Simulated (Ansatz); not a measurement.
**C₄H₃F₇: small, medium and large basis sets**

An exercise on one series of results from a longer session: the logs are not shown, and one member is left open.

Computed with Ansatz 0.2.0, Gaussian basis. Level: one geometry, several basis sets.

Levels to be run: PBE0-D4/def2-SVP; ωB97M-V/def2-SVP; PBE0-D4/def2-QZVPP; ωB97M-V/def2-QZVPP; the functionals' def2-TZVPP values are taken from earlier runs.

## The relaxed structure

An earlier PBE0-D4 in a triple-zeta def2 set relaxation fixed the geometry.

SMILES `FC(F)CC(F)(F)C(F)(F)F`, 14 atoms, charge 0, spin multiplicity 1.

Atoms are counted from 1 here; the program's logs count them from 0.

Bond lengths: F1–C2 1.354 Å, C2–F3 1.356 Å, C2–C4 1.513 Å, C2–H12 1.094 Å, C4–C5 1.511 Å, C4–H13 1.091 Å, C4–H14 1.092 Å, C5–F6 1.353 Å, C5–F7 1.350 Å, C5–C8 1.546 Å, C8–F9 1.326 Å, C8–F10 1.329 Å, C8–F11 1.330 Å. Angles: F1–C2–F3 107.1°, F1–C2–C4 110.6°, F1–C2–H12 108.3°, F3–C2–C4 108.4°, F3–C2–H12 108.2°, C4–C2–H12 114.0°, C2–C4–C5 116.2°, C2–C4–H13 109.0°, C2–C4–H14 108.0°, C5–C4–H13 109.6°, C5–C4–H14 105.3°, H13–C4–H14 108.4°, C4–C5–F6 110.2°, C4–C5–F7 108.3°, C4–C5–C8 116.9°, F6–C5–F7 107.7°, F6–C5–C8 106.8°, F7–C5–C8 106.7° and more.

Geometry (Å):

```xyz
14
C4H3F7
F    -1.51450   -1.04285    1.19451
C    -0.81866    0.08687    1.46354
F    -0.68042    0.15925    2.81096
C     0.56014    0.02166    0.84478
C     0.66092    0.43337   -0.60540
F     0.23751    1.70934   -0.75881
F     1.96005    0.38638   -0.97028
C    -0.11862   -0.42262   -1.63065
F     0.20772   -0.07019   -2.86612
F    -1.42776   -0.25271   -1.47774
F     0.16983   -1.71033   -1.46514
H    -1.41400    0.94368    1.13523
H     0.95826   -0.98659    0.96770
H     1.20644    0.71555    1.38633
```

The first run:

Input file in.yaml:

```yaml
crystal:
  periodic: [false, false, false]
  atoms:
    - {symbol: F, position_ang: [-1.514496, -1.042852, 1.194507]}
    - {symbol: C, position_ang: [-0.818657, 0.086869, 1.463541]}
    - {symbol: F, position_ang: [-0.680423, 0.159252, 2.810965]}
    - {symbol: C, position_ang: [0.560135, 0.021664, 0.844778]}
    - {symbol: C, position_ang: [0.660919, 0.433373, -0.605403]}
    - {symbol: F, position_ang: [0.237514, 1.709335, -0.758812]}
    - {symbol: F, position_ang: [1.960049, 0.386382, -0.970278]}
    - {symbol: C, position_ang: [-0.118618, -0.422620, -1.630655]}
    - {symbol: F, position_ang: [0.207721, -0.070194, -2.866123]}
    - {symbol: F, position_ang: [-1.427760, -0.252709, -1.477743]}
    - {symbol: F, position_ang: [0.169825, -1.710334, -1.465140]}
    - {symbol: H, position_ang: [-1.414003, 0.943675, 1.135233]}
    - {symbol: H, position_ang: [0.958256, -0.986587, 0.967696]}
    - {symbol: H, position_ang: [1.206439, 0.715546, 1.386334]}
basis:
  gaussian: {orbitals: def2-SVP}
hamiltonian: {xc: pbe0, dispersion: d4}
output: {orbitals: {seedname: orbitals}}
```

Command:

```sh
$ ansatz run in.yaml --threads 4 --pin off --events-out ev --progress --plain --max-ram 63488MiB --backend cpu
```

Steps of the session up to this table: PBE0-D4 in def2-SVP; ωB97M-V in def2-SVP; PBE0-D4 in def2-QZVPP; ωB97M-V in def2-QZVPP.

One table of the session follows, with a row left open; its other results are not shown here.

It belongs to the step «Density functionals: the series». 

| functional | basis | HOMO (eV) | LUMO (eV) |
| --- | --- | --- | --- |
| PBE0-D4 | def2-SVP | -10.11 | 1.71 |
| PBE0-D4 | def2-TZVPP | ? | ? |
| PBE0-D4 | def2-QZVPP | -10.31 | 0.92 |
| ωB97M-V | def2-SVP | -12.52 | 3.65 |
| ωB97M-V | def2-TZVPP | -12.69 | 2.92 |
| ωB97M-V | def2-QZVPP | -12.74 | 2.15 |

**Question.** Estimate the row for PBE0-D4, def2-TZVPP.

The run gave: HOMO (eV): -10.26; LUMO (eV): 1.29. In the column «HOMO (eV)» it lies between PBE0-D4, def2-QZVPP (-10.31) and PBE0-D4, def2-SVP (-10.11).
